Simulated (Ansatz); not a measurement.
# BrClGeH2: the cost of one run

Program: Ansatz 0.2.0, driven from Python. Level of theory: PBE0/def2-SVP. These are calculated values, not measurements.

## 1. Starting point

Bond lengths: Cl1–Ge2 2.123 Å, Ge2–Br3 2.298 Å, Ge2–H4 1.526 Å, Ge2–H5 1.555 Å. Angles: Cl1–Ge2–Br3 107.9°, Cl1–Ge2–H4 112.5°, Cl1–Ge2–H5 111.1°, Br3–Ge2–H4 107.8°, Br3–Ge2–H5 109.8°, H4–Ge2–H5 107.6°.

The script holds or builds the structure itself.

## 2. Script

Input file freq_brclgeh2.py:

```python
import itertools

import ansatz as az
from ase.data import atomic_numbers, covalent_radii
import numpy as np


def main() -> None:
    mol = (
        az.Crystal.molecule()
        .atom("Cl", (-1.7175, 0.4061, 1.0602))
        .atom("Ge", (-0.0229, 0.0303, -0.1621))
        .atom("Br", (1.6066, -0.91, 1.1574))
        .atom("H", (-0.3248, -0.9452, -1.2964))
        .atom("H", (0.5084, 1.3452, -0.8005))
    )

    model = mol.calculation()
    model = model.basis(gaussian="def2-SVP")
    model = model.functional("pbe0")
    symbols = [site.symbol for site in mol.cartesian_sites]
    start = np.array([site.position_ang for site in mol.cartesian_sites], dtype=float)
    report = model.relax(force_tolerance=0.003, max_steps=100).run(threads=1).report
    end = np.array(report["positions_ang"])

    radius = [covalent_radii[atomic_numbers[s]] for s in symbols]
    span = lambda where, i, j: np.linalg.norm(where[i] - where[j])
    bonded = [(i, j) for i, j in itertools.combinations(range(len(symbols)), 2) if min(span(start, i, j), span(end, i, j)) < 1.2 * (radius[i] + radius[j])]
    print("pair        before    after (A)")
    for i, j in bonded:
        print(f"{symbols[i]}{i}-{symbols[j]}{j}".ljust(10), f"{span(start, i, j):8.4f} {span(end, i, j):8.4f}")
    for first, second in list(itertools.combinations(bonded, 2)):
        shared = set(first) & set(second)
        if shared and symbols[(j := shared.pop())] != "H":
            i, k = sorted((set(first) | set(second)) - {j})
            u, v = end[i] - end[j], end[k] - end[j]
            angle = np.degrees(np.arccos(np.clip(u @ v / np.linalg.norm(u) / np.linalg.norm(v), -1, 1)))
            print(f"final angle {symbols[i]}{i}-{symbols[j]}{j}-{symbols[k]}{k}: {angle:.2f} deg")

    minimum = az.Crystal.molecule()
    for symbol, place in zip(symbols, end):
        minimum = minimum.atom(symbol, place.tolist())
    vibrating = (
        minimum.calculation()
        .basis(gaussian="def2-SVP")
        .functional("pbe0")
        .phonons(temperatures=(100, 500, 100))
    )
    vib = vibrating.run(threads=1).report["vibrations"]
    sums = vib["harmonic_sums"]
    modes = [m["omega_inv_cm"] for m in sums["modes_at_gamma"] if m["rigid_motion"] == "no"]
    print("frequencies (1/cm):", " ".join(f"{w:.0f}" for w in modes))
    print("imaginary modes:", sum(w < 0 for w in modes), " zero-point energy:", round(sums["zero_point_energy_ev"], 4), "eV")
    print("T (K)   F_vib (eV)   S_vib (meV/K)   C_vib (meV/K)")
    for row in zip(sums["temperatures_k"], sums["vibrational_free_energy_ev"], vib["entropy_ev_per_k"], vib["heat_capacity_ev_per_k"]):
        print(f"{row[0]:6.1f} {row[1]:11.4f} {1000 * row[2]:13.4f} {1000 * row[3]:15.4f}")


if __name__ == "__main__":
    main()
```

## 3. The calls as engine input

The engine receives this input (first run):

```yaml
crystal:
  periodic: [false, false, false]
  atoms:
    - { symbol: Cl, position_ang: [-1.7175, 0.4061, 1.0602] }
    - { symbol: Ge, position_ang: [-0.0229, 0.0303, -0.1621] }
    - { symbol: Br, position_ang: [1.6066, -0.91, 1.1574] }
    - { symbol: H, position_ang: [-0.3248, -0.9452, -1.2964] }
    - { symbol: H, position_ang: [0.5084, 1.3452, -0.8005] }
basis:
  gaussian:
    orbitals: def2-SVP
hamiltonian:
  xc: pbe0
relax:
  f_tol: 0.003
  max_steps: 100
```

## 4. Launch

Started as:

```
$ python freq_brclgeh2.py
```

**Question.** How long does this script take on 1 thread of Arm Neoverse V1, shared host, and how much memory does it need?

About 2 min, with a peak of 0.29 GiB.
